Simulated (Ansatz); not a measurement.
# LiMg3: the cost of one run

All numbers are computed with Ansatz 0.2.0 through its Python package. Level of theory: DFT PBEsol, plane waves, PAW.

## (1) The structure

LiMg3 Fm-3m: It takes space group Fm-3m (No. 225, cubic). Conventional cell: a = 6.967 Å, b = 6.967 Å, c = 6.967 Å, α = 90.00°, β = 90.00°, γ = 90.00°. Around Li (site symmetry m-3m) lie 8 Mg at 3.02 Å. Mg (site symmetry m-3m) has 8 Mg at 3.02 Å as nearest neighbours. Around Mg (site symmetry -43m) lie 4 Li at 3.02 Å and 4 Mg at 3.02 Å.

Li Pmmm: The structure is orthorhombic, space group Pmmm (No. 47). The conventional cell has a = 9.000 Å, b = 9.500 Å, c = 10.000 Å, α = 90.00°, β = 90.00°, γ = 90.00°.

Mg Pmmm: Symmetry: Pmmm, No. 47, orthorhombic system. The conventional cell has a = 9.000 Å, b = 9.500 Å, c = 10.000 Å, α = 90.00°, β = 90.00°, γ = 90.00°.

No structure file is read: the coordinates are typed or built in the script.

## (2) The code

The input, run_cohesive.py:

```python
"""Binding of LiMg3 against spin-polarised atoms in a box."""

from collections import Counter
import warnings

import ansatz as az

PHASES = {
    "LiMg3": (
        [[0.0, 3.483685, 3.483685], [3.483685, 0.0, 3.483685], [3.483685, 3.483685, 0.0]],
        [
            ("Li", [0.5, 0.5, 0.5]),
            ("Mg", [0.0, 0.0, 0.0]),
            ("Mg", [0.25, 0.25, 0.25]),
            ("Mg", [0.75, 0.75, 0.75]),
        ],
    ),
}


def build(vectors, sites):
    crystal = az.Crystal(lattice=az.Lattice.of(vectors))
    for symbol, position in sites:
        crystal = crystal.atom(symbol, position)
    return crystal


def counts(outcome):
    return Counter(site.symbol for site in outcome.lattice.sites)

UNPAIRED = {"Li": 1, "Mg": 0}  # unpaired electrons of the free atoms


def compute(name, crystal):
    calc = (
        crystal.calculation()
        .accuracy("low")
        .eigensolver("auto", full_accuracy=True)
        .functional("pbesol")
        .basis(470, xc_grid=3)
        .scf(tolerance=1e-07)
        .kpoints(spacing=0.26)
        .occupations("gaussian", width=0.02)
    )
    if name.endswith(" atom"):
        calc = calc.kpoints(1, 1, 1).occupations("fermi_dirac", width=0.01)
        if UNPAIRED[name.split()[0]]:
            calc = calc.spin("collinear")
        return calc.run(threads=1, backend="cpu")
    calc = calc.relax(force_tolerance=0.02, cell=True)
    return calc.run(threads=1, backend="cpu")


def main() -> None:
    warnings.simplefilter("ignore", az.DeckWarning)

    phases = {name: build(*cell) for name, cell in PHASES.items()}
    # free atoms: a low-symmetry box, moments by the rule of Hund
    for element, moment in UNPAIRED.items():
        phases[f"{element} atom"] = az.Lattice.orthorhombic(9.0, 9.5, 10.0).atom(element, (0.5, 0.5, 0.5), moment=moment or None)

    done = {name: compute(name, crystal) for name, crystal in phases.items()}

    for element in UNPAIRED:
        atom = done[f"{element} atom"].report
        print(f"{element} atom: {atom['energy_sigma0_ev']:.4f} eV, moment {atom['magnetization_mub']:.2f} muB")
    solid = done["LiMg3"]
    n = counts(solid)
    binding = (sum(k * done[f"{e} atom"].report["energy_sigma0_ev"] for e, k in n.items()) - solid.report["energy_sigma0_ev"]) / sum(n.values())
    print(f"cohesive energy {binding:.3f} eV/atom = {96.4853 * binding:.0f} kJ/mol of atoms (no zero-point energy)")


if __name__ == "__main__":
    main()
```

## (3) The run

The run is started by

```sh
> python run_cohesive.py
```

**Question.** How long does this script take on 1 thread of Arm Neoverse V2, shared host, and how much memory does it need?

About 34 s, with a peak of 0.82 GiB.
